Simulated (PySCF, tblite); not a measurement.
**C₄H₁₁B₃S: geometry, infrared bands and NMR shifts**

What infrared bands and NMR shifts should C₄H₁₁B₃S (`BSBCBC(=C)C`) show?

The runs use tblite 0.8.0 and PySCF 2.14.0, with density-fitted response routines of our own; the level of theory stands in each step. All values are computed, except where a source is named. Atoms count from 0, in the outputs and in this text.

## (1) The starting structure

19 atoms, charge 0, multiplicity 1; geometry from: force field or distance geometry start.

Bonds of the start (Å): B0–S1 1.89, S1–B2 1.91, B2–C3 1.59, C3–B4 1.56, B4–C5 1.57, C5–C6 1.34, C5–C7 1.50, B0–H8 1.18, B0–H9 1.17, B2–H10 1.19, C3–H11 1.14, C3–H12 1.10, B4–H13 1.19, C6–H14 1.08, C6–H15 1.07, C7–H16 1.12, C7–H17 1.09, C7–H18 1.13.

## (2) Relaxing the molecule with GFN2-xTB

The job: settings as JSON, then the geometry in Å.

```
{"job": {"kind": "relax", "xc": "GFN2-xTB", "basis": "xTB"}, "charge": 0, "multiplicity": 1}
B      3.900200     1.022700    -0.428200
S      2.109000     0.678300    -0.913000
B      1.414100    -0.651500     0.264000
C      0.307100    -1.645700    -0.291900
B     -1.163700    -1.237800     0.041400
C     -1.743200     0.216400    -0.113500
C     -1.587500     0.794900    -1.308000
C     -2.405200     0.901800     1.040100
H      4.285600     2.079000    -0.056000
H      4.731100     0.235700    -0.687500
H      2.198400    -1.108500     1.028300
H      0.466300    -2.649700     0.215600
H      0.413200    -1.759100    -1.385100
H     -1.968300    -2.092300     0.229800
H     -1.938200     1.792600    -1.540400
H     -1.090200     0.235800    -2.078700
H     -2.766600     0.151600     1.794900
H     -1.803900     1.670900     1.515100
H     -3.368000     1.374000     0.680800
```

The run is started by

```console
OMP_NUM_THREADS=1 python probes_run.py task.json out
```

One launch serves the whole session: the jobs run in the order shown.

**Question.** This job is followed by: GFN2-xTB harmonic vibrations, gas phase; GIAO PBE0/pcSseg-1 NMR shielding, non-relativistic, gas phase. Predict these results of the whole session: strongest single infrared mode (GFN2-xTB); zero-point energy (GFN2-xTB); 13C shifts against TMS (PBE0/pcSseg-1); 1H shifts against TMS (PBE0/pcSseg-1, means over atoms taken as alike); 11B shifts against BF3·OEt2 (PBE0/pcSseg-1); 33S shifts against CS2 (PBE0/pcSseg-1).

**Answer**, as computed:

| quantity | value |
| --- | --- |
| strongest single infrared mode (GFN2-xTB) | 1142 cm⁻¹, 298 km/mol |
| zero-point energy (GFN2-xTB) | 90.1 kcal/mol |
| 13C shifts against TMS (PBE0/pcSseg-1) | 162.2, 145.5, 50.8, 29.3 ppm |
| 1H shifts against TMS (PBE0/pcSseg-1, means over atoms taken as alike) | 7.81, 7.57, 7.27, 6.89, 6.49, 3.30, 2.16 ppm |
| 11B shifts against BF3·OEt2 (PBE0/pcSseg-1) | 79.4, 75.6, 73.6 ppm |
| 33S shifts against CS2 (PBE0/pcSseg-1) | 193 ppm |

In words: Over 201 steps the energy fell by 1.253 eV; of the close pairs, B0–S1 changed most, 1.887 to 1.765 Å. All 51 modes are real, so the xTB geometry is a minimum. The strongest single mode, at 1142 cm⁻¹, is spread over many atoms; the largest shares are those of H12. GFN2-xTB is a fitted tight-binding method: band positions and strengths are rough. Its intensities can rank the bands wrongly. The most deshielded carbon is C5 (fully substituted alkene carbon), at 162.2 ppm: the olefinic region. At PBE0/pcSseg-1: The largest span, 727 ppm, is at S1, where the paramagnetic term is -751 ppm.
